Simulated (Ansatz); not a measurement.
# SiH3Br (SMILES [SiH3]Br) at 6 levels

We compute a comparison of 6 runs (HF/STO-3G, B3LYP/def2-TZVP, BHLYP/def2-TZVP, wB97M-V/def2-TZVP, wB97X/def2-TZVP, BCCD(T)/def2-TZVP) of SiH3Br. 

The results are computed with Ansatz 0.2.0.

54 further runs of the same task are left out: 1 that didn't finish, 53 set aside as unsound or not needed.

## (1) The molecule

SiH3Br has 5 atoms, charge 0, and is taken as a singlet. SMILES: `[SiH3]Br`. The Si1–H4 distance was set to 1.925 Å, away from the relaxed value.

Bond lengths: Si1–Br2 2.219 Å, Si1–H3 1.481 Å, Si1–H5 1.481 Å. Angles: Br2–Si1–H3 108.4°, Br2–Si1–H5 108.4°, H3–Si1–H5 110.5°. A long bond or contact: Si1–H4 1.925 Å.

## (2) The energy at HF/STO-3G (run 1)

Contents of run.yaml:

```yaml
basis:
  gaussian: {orbitals: STO-3G}
crystal:
  periodic: [false, false, false]
  atoms:
    - {symbol: Si, position_ang: [-0.003994, 0.292314, 0.304465]}
    - {symbol: Br, position_ang: [1.996446, -0.468916, 0.890935]}
    - {symbol: H, position_ang: [-0.921124, 0.131044, 1.455535]}
    - {symbol: H, position_ang: [-0.625550, -0.731350, -1.202270]}
    - {symbol: H, position_ang: [0.127916, 1.721774, -0.057925]}
hamiltonian: {xc: hf}
accuracy: high
output: {orbitals: {seedname: orbitals}}
```

Started as:

```console
$ ansatz run run.yaml --threads 1 --pin off --max-ram 3480MiB --events-out events.jsonl --progress --plain --runs-dir runs
```

What it wrote:

```text
Warning: RAYON_NUM_THREADS=1 ignored (pool sized by the plan → 1); use --threads N
Functional definition: HF
  name "HF"
  exchange = exact_x
  correlation = 0
438 factors; integrals over basis functions are off by at most 8.2e-9 eV
mean field evaluation 1: about -77060.6266 eV, gradient 1.5e1 eV
mean field evaluation 2: about -77060.6379 eV, gradient 1.5e1 eV
mean field evaluation 4: about -77061.9276 eV, gradient 6.8e-1 eV
mean field evaluation 8: about -77061.9300 eV, gradient 2.5e-6 eV
mean field -77061.92996323 eV, -2831.9736916967 hartree, gradient 7.0e-8 eV, S^2 0.000000; 0 other end points of the search recorded, 0 dependent functions left out
reference -77061.92996323 eV, -2831.9736916967 hartree; 26, 26 occupied and 4, 4 virtual orbitals, 438 factors
Total energy: -77061.92996323 eV, -2831.9736916967 hartree
```

Run time: 0.18 s. Hardware: 1 thread of Arm Neoverse V2, shared host.

## (3) The energy at B3LYP/def2-TZVP (run 2)

Contents of in.yaml:

```yaml
crystal:
  periodic: [false, false, false]
  atoms:
    - {symbol: Si, position_ang: [-0.003994, 0.292314, 0.304465]}
    - {symbol: Br, position_ang: [1.996446, -0.468916, 0.890935]}
    - {symbol: H, position_ang: [-0.921124, 0.131044, 1.455535]}
    - {symbol: H, position_ang: [-0.625550, -0.731350, -1.202270]}
    - {symbol: H, position_ang: [0.127916, 1.721774, -0.057925]}
basis:
  gaussian:
    orbitals: def2-TZVP
hamiltonian:
  xc: {name: B3LYP}
accuracy: high
output: {orbitals: {seedname: orbitals}}
```

Started as:

```console
$ ansatz run in.yaml --threads 1 --pin off --max-ram 3480MiB --events-out events.jsonl --progress --plain --runs-dir runs
```

What it wrote:

```text
Warning: RAYON_NUM_THREADS=1 ignored (pool sized by the plan → 1); use --threads N
Functional definition: B3LYP
  name "B3LYP"
  parameter a0 = 0.2
  parameter ax = 0.72
  parameter ac = 0.81
  exchange = (1 - a0 - ax)*slater_x + ax*b88_x + a0*exact_x
  correlation = (1 - ac)*vwn_rpa_c + ac*lyp_c
1651 factors; integrals over basis functions are off by at most 4.8e-9 eV
mean field evaluation 1: about -77974.2086 eV, gradient 1.1e1 eV
mean field evaluation 2: about -77974.4690 eV, gradient 3.8e0 eV
mean field evaluation 4: about -77974.5089 eV, gradient 3.1e-1 eV
mean field evaluation 8: about -77974.5626 eV, gradient 7.2e-2 eV
mean field evaluation 16: about -77974.5626 eV, gradient 3.0e-6 eV
mean field -77974.56256521 eV, -2865.5123212147 hartree, gradient 7.8e-8 eV, S^2 0.000000; 0 other end points of the search recorded, 0 dependent functions left out
reference -77974.56260167 eV, -2865.5123225546 hartree; 26, 26 occupied and 77, 77 virtual orbitals, 1651 factors
Total energy: -77974.56260167 eV, -2865.5123225546 hartree
```

Wall time 6.6 s (1 thread of Arm Neoverse V2, shared host); peak memory 0.29 GiB.

## (4) A single-point energy at BHLYP/def2-TZVP (run 3)

Contents of input.yaml:

```yaml
crystal:
  periodic: [false, false, false]
  atoms:
    - symbol: Si
      position_ang: [-0.003994, 0.292314, 0.304465]
    - symbol: Br
      position_ang: [1.996446, -0.468916, 0.890935]
    - symbol: H
      position_ang: [-0.921124, 0.131044, 1.455535]
    - symbol: H
      position_ang: [-0.625550, -0.731350, -1.202270]
    - symbol: H
      position_ang: [0.127916, 1.721774, -0.057925]
basis:
  gaussian: {orbitals: def2-TZVP}
hamiltonian: {xc: {name: BHLYP}}
accuracy: high
output: {orbitals: {seedname: orbitals}}
```

Started as:

```console
$ ansatz run input.yaml --threads 1 --pin off --max-ram 3480MiB --events-out events.jsonl --progress --plain --runs-dir runs
```

What it wrote:

```text
Warning: RAYON_NUM_THREADS=1 ignored (pool sized by the plan → 1); use --threads N
Functional definition: BHLYP
  name "BHLYP"
  parameter a = 0.5
  exchange = (1 - a)*b88_x + a*exact_x
  correlation = lyp_c
1651 factors; integrals over basis functions are off by at most 4.8e-9 eV
mean field evaluation 1: about -77972.4628 eV, gradient 7.5e0 eV
mean field evaluation 2: about -77972.6111 eV, gradient 3.3e0 eV
mean field evaluation 4: about -77972.6331 eV, gradient 1.8e0 eV
mean field evaluation 8: about -77972.7870 eV, gradient 1.9e-2 eV
mean field evaluation 16: about -77972.7870 eV, gradient 8.9e-6 eV
mean field -77972.78704035 eV, -2865.4470718795 hartree, gradient 3.8e-8 eV, S^2 0.000000; 0 other end points of the search recorded, 0 dependent functions left out
reference -77972.78706534 eV, -2865.4470727978 hartree; 26, 26 occupied and 77, 77 virtual orbitals, 1651 factors
Total energy: -77972.78706534 eV, -2865.4470727978 hartree
```

It took 6.9 s on 1 thread of Arm Neoverse V2, shared host; peak memory 0.29 GiB.

Runs 4 to 5 aren't shown in full; the table further down has their settings and results.

## (5) A single-point energy at BCCD(T)/def2-TZVP (run 6)

Contents of job.yaml:

```yaml
crystal:
  periodic: [false, false, false]
  atoms:
    - symbol: Si
      position_ang: [-0.003994, 0.292314, 0.304465]
    - symbol: Br
      position_ang: [1.996446, -0.468916, 0.890935]
    - symbol: H
      position_ang: [-0.921124, 0.131044, 1.455535]
    - symbol: H
      position_ang: [-0.625550, -0.731350, -1.202270]
    - symbol: H
      position_ang: [0.127916, 1.721774, -0.057925]
basis:
  gaussian:
    orbitals: def2-TZVP
accuracy: high
scf:
  omitted_lower_state_checks: [cluster_reference, increment]
correlation:
  method: bccd_t
  frozen_orbitals: {Br: 9, H: 0, Si: 5}
```

Started as:

```console
$ ansatz run job.yaml --threads 1 --pin off --max-ram 3480MiB --events-out events.jsonl --progress --plain --runs-dir runs
```

What it wrote, cut to the lines that bear on the results:

```text
Warning: RAYON_NUM_THREADS=1 ignored (pool sized by the plan → 1); use --threads N
[... 2 set-up lines as earlier in the session ...]
[...]
1651 factors; integrals over basis functions are off by at most 4.8e-9 eV
[...]
mean field -77909.08414104 eV, -2863.1060335093 hartree, gradient 7.4e-8 eV, S^2 0.000000; 0 other end points of the search recorded, 0 dependent functions left out
14 core orbitals not correlated: weight in the atoms' cores, before any rotation towards them, 1.000 or more for the frozen orbitals, at most 0.000 for the correlated occupied ones
reference -77909.08414104 eV, -2863.1060335093 hartree; 12, 12 occupied and 77, 77 virtual orbitals, 1651 factors
second order -10.82842899 eV of doubles, -0.00000000 eV of singles
cycle   1  -11.27041058 eV  change   -4.4e-1 eV  update   7.4e-2
[...]
cycle  21  -11.63999837 eV  change  -3.8e-10 eV  update   1.5e-9
perturbative correction -0.40077404 eV, -0.0147281742 hartree
Total energy: -77921.12491345 eV, -2863.5485237336 hartree
Checks for a lower state left out: cluster_reference, increment
```

Wall time 25 s (1 thread of Arm Neoverse V2, shared host); peak memory 0.81 GiB.

## (6) The series

| run | level | frozen core orbitals | energy (Eh) | HOMO energy (eV) | LUMO energy (eV) | HOMO–LUMO gap (eV) | wall time |
| --- | --- | --- | --- | --- | --- | --- | --- |
| 1 | HF/STO-3G | – | -2831.973692 | -8.12 | 7.64 | 15.76 | 0.18 s |
| 2 | B3LYP/def2-TZVP | – | -2865.512323 | -8.07 | -1.01 | 7.05 | 6.6 s |
| 3 | BHLYP/def2-TZVP | – | -2865.447073 | -9.36 | 0.17 | 9.53 | 6.9 s |
| 4 | wB97M-V/def2-TZVP | – | -2865.279966 | -10.40 | 1.06 | 11.46 | 44 s |
| 5 | wB97X/def2-TZVP | – | -2865.481555 | -10.59 | 1.34 | 11.93 | 21 s |
| 6 | BCCD(T)/def2-TZVP | 14 | -2863.548524 | – | – | – | 25 s |

## (7) Outcome

```
                                           quantity           value
                                run 6: total energy  -2863.54852 Eh
run 6: correlation energy (14 core orbitals frozen)      -442.5 mEh
                              run 6: (T) correction      -14.73 mEh
```

**Reading.** Over runs 1, 2, 3, 4, 5 the HOMO–LUMO gap runs from 7.05 eV (B3LYP/def2-TZVP) to 15.76 eV (HF/STO-3G). The two ends differ in method and basis. Totals of different functionals can't be ranked against each other. In run 1 the basis is minimal, so the values are rough. All runs together took 1.7 min, the longest 44 s.
